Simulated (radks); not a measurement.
# Zr²⁺ in [Kr] 4d2: an all-electron calculation

An exercise on one series of results from a longer session: the logs are not shown, and one member is left open.

Method: scalar-relativistic Kohn-Sham, PW91, spin-unpolarised, spherical densities, finite nucleus. Code: radks (a radial shooting solver on a logarithmic mesh, Libxc functionals) version 1.

### The atom as given

```
element            : zirconium (Z = 40)
charge             : +2
electrons          : 38
configuration      : [Kr] 4d2
nuclear rms radius : 4.2694 fm
```

The outer shells:

Zr²⁺
```
[Kr] core
4d [↑ ][↑ ][  ][  ][  ]
```

The first run:

The run's settings:

```text
Z 40
configuration [Kr] 4d2 5s0 5p0
relativity scalar-relativistic
functional pw91,pw91
spin unpolarised
nucleus finite rms 4.2694 fm
c 137.035999084
```

Steps of the session up to this table: Self-consistent calculation.

One table of the session follows, with a row left open; its other results are not shown here.

It belongs to the step «Orbitals and density». Sizes of the orbitals, from the radial functions (bohr):

| level | <r> | outermost maximum (interpolated) | 90 % within | nodes |
| --- | --- | --- | --- | --- |
| 1s | 0.03707 | 0.0241 | 0.0664 | 0 |
| 2s | 0.1626 | 0.137 | 0.251 | 1 |
| 2p | 0.1417 | 0.109 | 0.231 | 0 |
| 3s | 0.4585 | 0.408 | 0.679 | 2 |
| 3p | 0.4621 | 0.402 | 0.700 | 1 |
| 3d | ? | ? | ? | ? |
| 4s | 1.212 | 1.08 | 1.77 | 3 |
| 4p | 1.363 | 1.18 | 2.02 | 2 |
| 4d | 2.009 | 1.56 | 3.17 | 1 |
| 5s | 3.207 | 2.86 | 4.64 | 4 |
| 5p | 3.838 | 3.46 | 5.51 | 3 |

Q: Estimate the row for 3d from the others.

As computed: <r>: 0.4525; outermost maximum (interpolated): 0.347; 90 % within: 0.728; nodes: 0. In the column «<r>» it lies between 2s (0.1626) and 3s (0.4585).

To keep in mind: Spin polarisation and multiplet splitting are left out.
